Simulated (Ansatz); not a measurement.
**The cluster B₆: structure and electronic state**

What does the cluster B₆ look like as a singlet, and where do its frontier electrons sit?

The runs use Ansatz 0.2.0, Gaussian basis; RKS PBE0-D4/def2-TZVP.

Plan: relaxation at PBE0-D4/def2-SVP; a search for the lowest solution at PBE0-D4/def2-SVP; a single point at PBE0-D4/def2-TZVP; harmonic vibrations at PBE0-D4/def2-SVP.

2 further runs of the same task are left out: 1 that didn't finish, 1 set aside as unsound or not needed. Runs told in other sessions of the task aren't counted.

### Step 1. The starting structure

6 atoms, charge 0, spin multiplicity 1.

Atoms are counted from 1 here; the program's logs count them from 0.

Bond lengths: B1–B3 1.549 Å, B1–B4 1.549 Å, B2–B3 1.563 Å, B2–B5 1.549 Å, B4–B6 1.563 Å, B5–B6 1.549 Å. Angles: B3–B1–B4 88.4°, B3–B2–B5 119.7°, B1–B3–B2 119.5°, B1–B4–B6 119.8°, B2–B5–B6 88.5°, B4–B6–B5 119.4°.

Coordinates:

```xyz
6

B    -1.5710    0.2620   -0.3803
B     0.6238   -1.1977    0.1487
B    -0.9135   -0.9623    0.3030
B    -0.5749    1.1695    0.3833
B     1.4724   -0.2063   -0.6852
B     0.9633    0.9349    0.2305
```

The start is a GFN1-xTB geometry.

### Step 2. Relaxation at PBE0-D4/def2-SVP

Input file in.yaml:

```yaml
crystal:
  periodic: [false, false, false]
  atoms:
    - {symbol: B, position_ang: [-1.571030, 0.261970, -0.380330]}
    - {symbol: B, position_ang: [0.623760, -1.197720, 0.148690]}
    - {symbol: B, position_ang: [-0.913460, -0.962330, 0.303020]}
    - {symbol: B, position_ang: [-0.574890, 1.169480, 0.383340]}
    - {symbol: B, position_ang: [1.472350, -0.206260, -0.685220]}
    - {symbol: B, position_ang: [0.963270, 0.934860, 0.230490]}
basis:
  gaussian: {orbitals: def2-SVP}
hamiltonian: {xc: pbe0, dispersion: d4}
scf: {omitted_lower_state_checks: [starts]}
output: {orbitals: {seedname: orbitals}}
relax: {f_tol: 0.02, max_steps: 100}
```

Launch:

```sh
> ansatz run in.yaml --threads 4 --pin off --events-out ev --progress --plain --max-ram 3916MiB
```

Further steps of the session: Searching for the lowest solution, PBE0-D4/def2-SVP; Single point, PBE0-D4/def2-TZVP; Vibrations by finite differences.

Q: Predict the results of all the runs planned. Wanted: point group; commonest bond; HOMO, LUMO at PBE0-D4/def2-TZVP; dipole at PBE0-D4/def2-SVP; lowest, highest wavenumber.

The runs gave:

| quantity | value |
| --- | --- |
| point group | C2 |
| commonest bond | B–B, 9 of mean length 1.668 Å |
| HOMO, LUMO at PBE0-D4/def2-TZVP | -6.65, -4.57 eV |
| dipole at PBE0-D4/def2-SVP | 1.70 D |
| lowest, highest wavenumber | 190, 1346 cm⁻¹ |

The relaxation broke 0 and made 3 bonds, so the end is another structure than the start. All wavenumbers are real: a minimum at this level. Whether this spin is the lowest isn't tested here.
